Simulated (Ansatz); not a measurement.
# BF2H4OP: the cost of one run

Program: Ansatz 0.2.0. Level of theory: RHF/6-31G*. These are calculated values, not measurements.

## Step 1: The starting structure

Bond lengths: B1–F2 1.670 Å, B1–O3 1.410 Å, O3–H4 1.010 Å, B1–F5 1.320 Å, B1–P6 2.210 Å, P6–H7 1.420 Å, P6–H8 1.420 Å, P6–H9 1.414 Å. Angles: F2–B1–O3 120.0°, F2–B1–F5 120.0°, F2–B1–P6 71.6°, O3–B1–F5 120.0°, O3–B1–P6 96.8°, F5–B1–P6 101.3°, B1–O3–H4 109.5°, B1–P6–H7 109.5°, B1–P6–H8 109.5°, B1–P6–H9 61.6°, H7–P6–H8 109.4°, H7–P6–H9 53.5°, H8–P6–H9 146.6°.

Structure file:

```xyz
9

B     0.0000    0.0000    0.0000
F     0.0000    0.0000    1.6700
O     1.2211    0.0000   -0.7050
H     1.5209   -0.9519   -0.8599
F    -1.1431    0.0000   -0.6600
P     0.0991    2.0949    0.6969
H     0.6595    2.1347    2.0010
H     0.9104    2.8515   -0.1895
H     0.0504    1.0661    1.6663
```

## Step 2: A restrained relaxation towards end A

Springs on the bonds that form and break draw the guess towards this end; the thresholds are loose.

File input.yaml:

```yaml
crystal:
  periodic: [false, false, false]
  atoms:
    - { symbol: B, position_ang: [0.0, 0.0, 0.0] }
    - { symbol: F, position_ang: [0.0, 0.0, 1.67] }
    - { symbol: O, position_ang: [1.2211, 0.0, -0.705] }
    - { symbol: H, position_ang: [1.5209, -0.9519, -0.8599] }
    - { symbol: F, position_ang: [-1.1431, 0.0, -0.66] }
    - { symbol: P, position_ang: [0.0991, 2.0949, 0.6969] }
    - { symbol: H, position_ang: [0.6595, 2.1347, 2.001] }
    - { symbol: H, position_ang: [0.9104, 2.8515, -0.1895] }
    - { symbol: H, position_ang: [0.0504, 1.0661, 1.6663] }
basis:
  gaussian: { orbitals: "6-31G*" }
hamiltonian:
  xc: hf
relax:
  f_tol: 0.15
  max_steps: 25
  restrain:
    - { distance: [0, 5], at: 3.11, k: 30.0 }
    - { distance: [8, 1], at: 2.12, k: 30.0 }
    - { distance: [0, 1], at: 1.32, k: 30.0 }
    - { distance: [8, 5], at: 1.42, k: 30.0 }
```

Run with:

```console
ansatz run input.yaml --threads 1 --pin off --max-ram 2048MiB --backend cpu --events-out ev --progress --plain --runs-dir out
```

Q: Estimate wall time and peak memory on 1 thread of Arm Neoverse V2, shared host.

About 25 s, with a peak of 0.15 GiB.
